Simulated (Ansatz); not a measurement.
**KGe3: a closer look at a trial structure**

This session takes a relaxed cell of KGe3 and sets out to see whether it has a gap, which orbitals make up the states near it and how charge is shared.

Program: Ansatz 0.2.0. Level of theory: DFT PBE, scalar-relativistic, plane waves, PAW. These are calculated values, not measurements.

1 further run of the same task is left out (set aside as unsound or not needed).

### 1 The system as given

It takes space group I-4m2 (No. 119, tetragonal). The conventional cell has a = 4.418 Å, b = 4.418 Å, c = 10.923 Å, α = 90.00°, β = 90.00°, γ = 90.00°. Around K (site symmetry -4m2) lie 12 Ge at 3.38 to 3.51 Å. Around Ge (site symmetry 2mm) lie 3 Ge at 2.59 to 2.64 Å. Ge (site symmetry -4m2) has 4 Ge at 2.64 Å as nearest neighbours.

Coordinates:

```
CELL_PARAMETERS angstrom
-2.20922 2.20922 5.46130
2.20922 -2.20922 5.46130
2.20922 2.20922 -5.46130
ATOMIC_POSITIONS crystal
K 0.00000 0.00000 0.00000
Ge 0.38158 0.38158 0.00000
Ge 0.75000 0.25000 0.50000
Ge 0.61842 0.61842 0.00000
```

It is the end of an earlier relaxation with the same method, from a generated guess; it is a trial structure. At a tolerance of 0.05 Å it has space group I-4m2 (No. 119); it has 26.65 Å³/atom, an uncorrected energy of +0.17 eV/atom over the elements.

### 2 Static run: bands, density of states and charges

Input file input.yaml:

```yaml
crystal:
  lattice:
    - [-2.2092159655, 2.2092159655, 5.4613049493]
    - [2.2092159655, -2.2092159655, 5.4613049493]
    - [2.2092159655, 2.2092159655, -5.4613049493]
  atoms:
    - { symbol: K, position: [0.0, 0.0, 0.0] }
    - { symbol: Ge, position: [0.3815757457, 0.3815757457, 0.0] }
    - { symbol: Ge, position: [0.75, 0.25, 0.5] }
    - { symbol: Ge, position: [0.6184242543, 0.6184242543, 0.0] }
basis:
  ecutwfc: 420
kpoints:
  mp_grid: { grid: [14, 14, 14] }
  band_path:
    path:
      - [[0.0, 0.0, 0.0], [0.0, 0.0, 0.5], [0.25, 0.25, 0.25], [0.0, 0.5, 0.0], [0.0, 0.0, 0.0], [0.5, 0.5, -0.5], [0.29090944, 0.70909056, -0.29090944]]
      - [[-0.29090944, 0.29090944, 0.29090944], [0.0, 0.0, 0.0]]
      - [[0.0, 0.0, 0.5], [-0.08181887, 0.08181887, 0.5]]
      - [[0.5, 0.5, -0.08181887], [0.5, 0.5, -0.5]]
    npoints: 14
hamiltonian:
  xc: pbe
scf:
  occupations: { method: gaussian, width: 0.1 }
  n_extra_bands: 10
output:
  forces: true
  stress: true
  eigenvalues: true
  populations: true
  dos: { projected: true, de: 0.02, nscf_kmesh: { grid: [17, 17, 17] } }
  bader: true
  write_density: true
  write_potential: true
  elf: true
  volumetric_format: npy
```

Run with:

```
> ansatz run input.yaml --threads 1 --pin off --max-ram 2560MiB --backend cpu --events-out ev --progress --plain --runs-dir out
```

**Question.** What will these runs give? Wanted: gap; states at the Fermi level; Bader charges.

As calculated:

| quantity | value |
| --- | --- |
| gap | none (metal) |
| states at the Fermi level | 2.14 per eV per cell |
| Bader charges | K +0.70, Ge -0.29 to -0.12 e |

It comes out metallic. Of the projected weight within 0.25 eV of the Fermi level, the largest part is Ge 4p (89 %). Bader charges reach 0.7 e, so charge transfer in this metal is strong.
